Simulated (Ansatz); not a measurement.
Runs of Ansatz 0.2.0 on MnCoGe. The structure is hexagonal, space group P6_3/mmc (No. 194). The conventional cell has a = 4.091 Å, b = 4.091 Å, c = 5.144 Å, α = 90.00°, β = 90.00°, γ = 120.00°. Around Ge (site symmetry -6m2) lie 5 Co at 2.36 to 2.57 Å and 6 Mn at 2.69 Å. Co (site symmetry -6m2) has 5 Ge at 2.36 to 2.57 Å and 6 Mn at 2.69 Å as nearest neighbours. Mn (site symmetry -3m) is surrounded by 2 Mn at 2.57 Å and 6 Ge at 2.69 Å and 6 Co at 2.69 Å. The cell is a database's computed one.

```csv
spin,k mesh,gap on the mesh (eV),pressure (GPa),moment (μB)
"collinear, ferromagnetic start",8 × 8 × 5,none,-9.7,6.11
"collinear, random start",8 × 8 × 5,none,-9.7,6.11
"non-collinear, random start",6 × 6 × 4,none,(a),5.92
off,8 × 8 × 5,none,-17.7,-
```

Alike in all rows: task single point; level PBEsol; potentials or basis Ansatz PAW; cell as given; cutoff (eV) 420; smearing fermi-dirac 0.05 eV.

Q: Estimate the missing entries.

A: (a) -8.5.

Caveats: the PAW data sets come from PBE, with cores solved anew for the run's functional, which leaves a small shift of forces and pressure; the starting moments weren't kept (some runs).

A k mesh can miss the band edges, and the runs leave out spin-orbit coupling on Ge.

A gap of «none» marks a metal or a gap under the smearing width.
